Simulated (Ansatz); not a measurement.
**AlH3IN (SMILES [NH2][AlH][I]): functionals against CCSD(T) at one geometry**

One table from this session's results is given with a row withheld; the runs are named, their logs left out.

Computed with Ansatz 0.2.0, Gaussian basis. Level: single points in def2-TZVPP.

Correlated methods freeze the cores. Filled d shells of the heavier atoms are correlated. Core potentials replace the inner electrons past krypton, and spin-orbit coupling is left out.

### Starting geometry

6 atoms, charge 0, spin multiplicity 1.

Atoms are counted from 1 here; the program's logs count them from 0.

Bond lengths: N1–Al2 1.919 Å, N1–H4 0.989 Å, N1–H5 1.231 Å, Al2–I3 2.621 Å, Al2–H6 1.772 Å. Angles: Al2–N1–H4 128.6°, Al2–N1–H5 116.9°, H4–N1–H5 113.6°, N1–Al2–I3 126.1°, N1–Al2–H6 117.0°, I3–Al2–H6 116.6°.

Geometry (Å):

```xyz
6
charge 0, multiplicity 1
N    -0.69240    0.41890   -0.85650
Al    0.45250   -0.03780    0.61370
I     1.78420   -2.27780    0.89850
H    -1.29880    1.19420   -0.94890
H    -0.85210   -0.43860   -1.72520
H     0.49070    1.08670    1.98310
```

The first run:

run/in.yaml

```yaml
crystal:
  periodic: [false, false, false]
  atoms:
    - {symbol: N, position_ang: [-0.692400, 0.418900, -0.856500]}
    - {symbol: Al, position_ang: [0.452500, -0.037800, 0.613700]}
    - {symbol: I, position_ang: [1.784200, -2.277800, 0.898500]}
    - {symbol: H, position_ang: [-1.298800, 1.194200, -0.948900]}
    - {symbol: H, position_ang: [-0.852100, -0.438600, -1.725200]}
    - {symbol: H, position_ang: [0.490700, 1.086700, 1.983100]}
basis:
  gaussian: {orbitals: def2-TZVPP}
correlation: {method: ccsd_t}
output: {forces: true}
```

No record of the launch command was kept for these runs.

Among the steps run: CCSD(T)/def2-TZVPP; PBE0-D4/def2-TZVPP; wB97M-V/def2-TZVPP; r2SCAN-D4/def2-TZVPP; PBE-D4/def2-TZVPP; CAM-B3LYP-D4/def2-TZVPP; BHLYP-D4/def2-TZVPP.

One of the session's tables, all rows but one given; the rest of the session is left out.

```
      method  RMS force component (eV/Å)  angle to CCSD(T) forces (°)  dipole (D)
     CCSD(T)                       1.981                    reference        1.83
     PBE0-D4                           ?                            ?           ?
     wB97M-V                       2.029                          1.1        1.89
   r2SCAN-D4                       1.986                          0.8        1.90
      PBE-D4                       1.926                          3.7        1.86
CAM-B3LYP-D4                       2.036                          1.3        1.86
    BHLYP-D4                       2.085                          4.1        1.80
```

Q: Estimate the row for PBE0-D4 from the others.

**Answer.** RMS force component (eV/Å): 2.023; angle to CCSD(T) forces (°): 1.5; dipole (D): 1.83. In the column «RMS force component (eV/Å)» it lies between r2SCAN-D4 (1.986) and wB97M-V (2.029).
